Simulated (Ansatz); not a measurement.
# WS2 (Tungstenite): the cost of one run

Computed with Ansatz 0.2.0 (DFT PBEsol, all-electron LAPW, scalar-relativistic unless said, unless a step's input says otherwise).

The COD entry's cell or inner coordinates are ideal or old and differ from later refinements, so a difference from it is no clean test against experiment.

1 further run of the same task is left out (it didn't finish).

**1. The structure to begin with**

It takes space group P6_3/mmc (No. 194, hexagonal). The conventional cell has a = 3.146 Å, b = 3.146 Å, c = 12.693 Å, α = 90.00°, β = 90.00°, γ = 120.00°. Around W (site symmetry -6m2) lie 6 S at 2.40 Å. S (site symmetry 3m) has 3 W at 2.40 Å as nearest neighbours.

As a file:

```cif
data_structure
_symmetry_space_group_name_H-M 'P6_3/mmc'
_symmetry_Int_Tables_number 194
_cell_length_a 3.1462
_cell_length_b 3.1462
_cell_length_c 12.6935
_cell_angle_alpha 90.000
_cell_angle_beta 90.000
_cell_angle_gamma 120.000
_cell_volume 108.81
loop_
_atom_site_label
_atom_site_type_symbol
_atom_site_symmetry_multiplicity
_atom_site_Wyckoff_symbol
_atom_site_fract_x
_atom_site_fract_y
_atom_site_fract_z
_atom_site_occupancy
W1 W 2 c 0.33333 0.66667 0.25000 1
S1 S 4 f 0.33333 0.66667 0.62650 1
```

Cartesian axes are those of the input's lattice vectors. The structure goes back to a database entry.

**2. Reference run, fine mesh, LAPW**

input.yaml reads:

```yaml
crystal:
  lattice:
    - [3.1461701611, 0.0, 0.0]
    - [-1.57308508055, 2.72466328414, 0.0]
    - [0.0, 0.0, 12.69347341608]
  atoms:
    - { symbol: W, position: [0.333333333333, 0.666666666667, 0.25] }
    - { symbol: W, position: [0.666666666667, 0.333333333333, 0.75] }
    - { symbol: S, position: [0.333333333333, 0.666666666667, 0.626500260663] }
    - { symbol: S, position: [0.666666666667, 0.333333333333, 0.126500260663] }
    - { symbol: S, position: [0.333333333333, 0.666666666667, 0.873499739337] }
    - { symbol: S, position: [0.666666666667, 0.333333333333, 0.373499739337] }
kpoints:
  mp_grid: { grid: [8, 8, 2] }
scf:
  occupations: { method: fixed }
hamiltonian:
  xc: pbesol
  pseudopotentials: { kind: all_electron, lapw: { basis_error: 0.001 } }
output:
  forces: true
  stress: true
  eigenvalues: true
  eigenstates:
    nscf_kmesh: { grid: [12, 12, 4] }
    de_dk: true
    e_range: [-9, 11.09896503883]
checkpoint:
  write: ck
  write_wavefunctions: false
```

The run is started by

```sh
ansatz run input.yaml --threads 1 --pin off --max-ram 3072MiB --backend cpu --events-out ev --progress --plain --runs-dir out
```

What time and memory should one allow on 1 thread of Intel Xeon Platinum 8488C (Sapphire Rapids), shared host?

About 2.1 min, with a peak of 0.71 GiB.
